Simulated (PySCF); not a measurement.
# [V2F]+: nonet, from a PBE0 minimum start

The task is one start of a wider search on [V2F]+: the nonet, from a PBE0 minimum start. It is relaxed, tested by its Hessian and followed downhill if it is a saddle.

Computed with PySCF 2.14.0. Level: PBE0, basis F def2-SVP, V def2-SVP, no relativity, density fitting.

### 1 Starting geometry

3 atoms, charge 1, spin multiplicity 9.

Bond lengths: F1–V2 1.940 Å, F1–V3 1.940 Å. Angles: V2–F1–V3 180.0°.

```xyz
3
charge 1 multiplicity 9
F     0.0000    0.0000    0.0000
V     0.0000    0.0000    1.9404
V     0.0000    0.0000   -1.9404
```

### 2 First SCF at the start

The steps below are one call of a driver around PySCF. For each, scf.py gives the equivalent set-up of the SCF; relaxations use the driver's own optimiser. After this first run the driver tries any further starts and a stability analysis.

File scf.py:

```python
from pyscf import gto, scf, dft
mol = gto.M(atom='''
F      0.000000     0.000000     0.000000
V      0.000000     0.000000     1.940400
V      0.000000     0.000000    -1.940400''',
    basis={'F': 'def2-SVP', 'V': 'def2-SVP'},
    charge=1, spin=8)
mf = dft.UKS(mol, xc='PBE0')
mf.grids.atom_grid = (50, 194)
aux = {'F': 'def2-universal-JKFIT', 'V': 'def2-universal-JKFIT'}
mf = mf.density_fit(auxbasis=aux)
mf.conv_tol = 1e-08
mf.diis_space = 10
mf.max_cycle = 60
mf.init_guess = 'minao'
mf.verbose = 4
mf.kernel()
```

Launch:

```sh
$ OMP_NUM_THREADS=2 python axn.py task.json out
```

After this run come: PBE0 minimum start, nonet: relaxation; Vibrations and properties at this point.

What does the calculation give? Wanted: minimum; geometry; wavenumbers; dipole moment; highest occupied, lowest empty level; polar-tensor charge of F1; zero-point energy; ⟨S²⟩.

**Answer**, as computed:

```
                                          quantity                           value
                                           minimum                      nonet, D∞h
                                          geometry  F–V 1.941 Å (×2); V–F–V 180.0°
                                wavenumbers (cm⁻¹)                64, 64, 278, 601
                    dipole moment (centre of mass)                          0.00 D
highest occupied, lowest empty level (either spin)                 -9.29, -6.32 eV
                         polar-tensor charge of F1                         -0.97 e
                                 zero-point energy                      6.0 kJ/mol
                               entropy at 298.15 K                 304.5 J/(mol K)
                                              ⟨S²⟩                          20.004
```

**Reading.** The PBE0 minimum start keeps its D∞h symmetry and ends in a minimum. In the infrared the band at 601 cm⁻¹ leads. The first SCF alone would have been 7 kJ/mol too high. Only this shape and spin were tried, so other structures or states may lie lower. The SCF density has lower symmetry than the nuclear frame. Open d and f shells are described by one determinant, and the ground state may have another occupation or spin.
